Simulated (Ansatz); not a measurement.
a series on the Fe3Al structure: V3Ru, Nb3Ru, Ta3Ru: a table of relaxed lattice constants and trends, run with Ansatz 0.2.0, Python API.

`run_series.py`:
```python
import csv
import logging
import sys
import warnings

import ansatz as az
import matplotlib.pyplot as plt
import numpy as np

logging.basicConfig(stream=sys.stdout, format="%(levelname)s %(message)s")
log = logging.getLogger("run")
log.setLevel(logging.INFO)

XC = "pbesol"
CUTOFF = 420
MAX_SCF = 55
KSPACING = 0.3
SMEARING = "fermi_dirac"
SIGMA = 0.1


def fe3al(a_site, b_site, a):
    return (
        az.Lattice.fcc(a)
        .space_group(225)
        .atom(a_site, (0, 0, 0))
        .atom(b_site, (0.5, 0.5, 0.5))
        .atom(b_site, (0.25, 0.25, 0.25))
        .primitive()
    )

POLARISED = {"V3Ru"}


def run_phase(name, crystal):
    calc = (
        crystal.calculation()
        .functional(XC)
        .basis(CUTOFF)
        .scf(max_iterations=MAX_SCF)
        .kpoints(spacing=KSPACING)
        .occupations(SMEARING, width=SIGMA)
        .stress()
        .band_table()
    )
    if name in POLARISED:
        calc = calc.spin("collinear")
    calc = calc.relax(force_tolerance=0.03, max_steps=30, cell=True)
    return calc.run(threads=1, backend="cpu")


def volume_per_atom(outcome):
    return abs(np.linalg.det(outcome.lattice.cell_ang)) / len(outcome.lattice.sites)

warnings.simplefilter("ignore", az.DeckWarning)

phases = {}
phases["V3Ru"] = fe3al("Ru", "V", 6.23).moments(V=1.5)
phases["Nb3Ru"] = fe3al("Ru", "Nb", 6.46)
phases["Ta3Ru"] = fe3al("Ru", "Ta", 6.59)

done = {}
for name, crystal in phases.items():
    try:
        done[name] = run_phase(name, crystal)
    except az.NonConvergedError as error:
        print(name, "did not converge:", str(error)[:120])

rows = [(name, (4 * len(o.lattice.sites) * volume_per_atom(o)) ** (1 / 3), volume_per_atom(o), abs(o.report["magnetization_mub"])) for name, o in done.items()]
with open("series.csv", "w", newline="") as handle:
    writer = csv.writer(handle)
    writer.writerow(["compound", "a (A)", "V (A^3/atom)", "M (muB/cell)"])
    writer.writerows([round(v, 4) if isinstance(v, float) else v for v in row] for row in rows)
print(open("series.csv").read())
plt.figure(figsize=(4.5, 3))
plt.bar([row[0] for row in rows], [row[1] for row in rows])
plt.ylabel("a (A)")
plt.tight_layout()
plt.savefig("series.png", dpi=100)
```

Rank the compounds by their relaxed volume per atom.

From smallest to largest: V3Ru (12.88 Å³), Nb3Ru (16.26 Å³) and Ta3Ru (16.33 Å³). The largest is 27 % above the smallest.

The output:

Output of `python run_series.py`:
```text
RunWarning: the starting moments were not kept: the SCF closed with an absolute magnetisation of 7.6e-6 μB, where they sum to 4.5 μB in size (3 sites). That is at most 0.1 of that sum. Measured as [...]
compound,a (A),V (A^3/atom),M (muB/cell)
V3Ru,5.9072,12.8835,0.0
Nb3Ru,6.3837,16.2595,0.0
Ta3Ru,6.3923,16.3251,0.0
```
(Warnings from the package without file and line, shortened, repeats left out.)

Reading the output:
- The SCF didn't keep the moments it started from (some shrank, vanished or turned); what is printed is the state reached.
- For the metals among these phases the mesh is modest: differences between phases can be off by up to 40 meV an atom.
- Spin-orbit coupling, which matters for elements this heavy, is left out.
- The cells are built on a prototype by substitution; a member may or may not take this structure in nature.
- The script silences the warnings on its input, which a real study should read.
- The whole script took 38 s on 1 thread of Intel(R) Xeon(R) Platinum 8488C (Sapphire Rapids), on a shared host, peak memory 0.55 GiB.
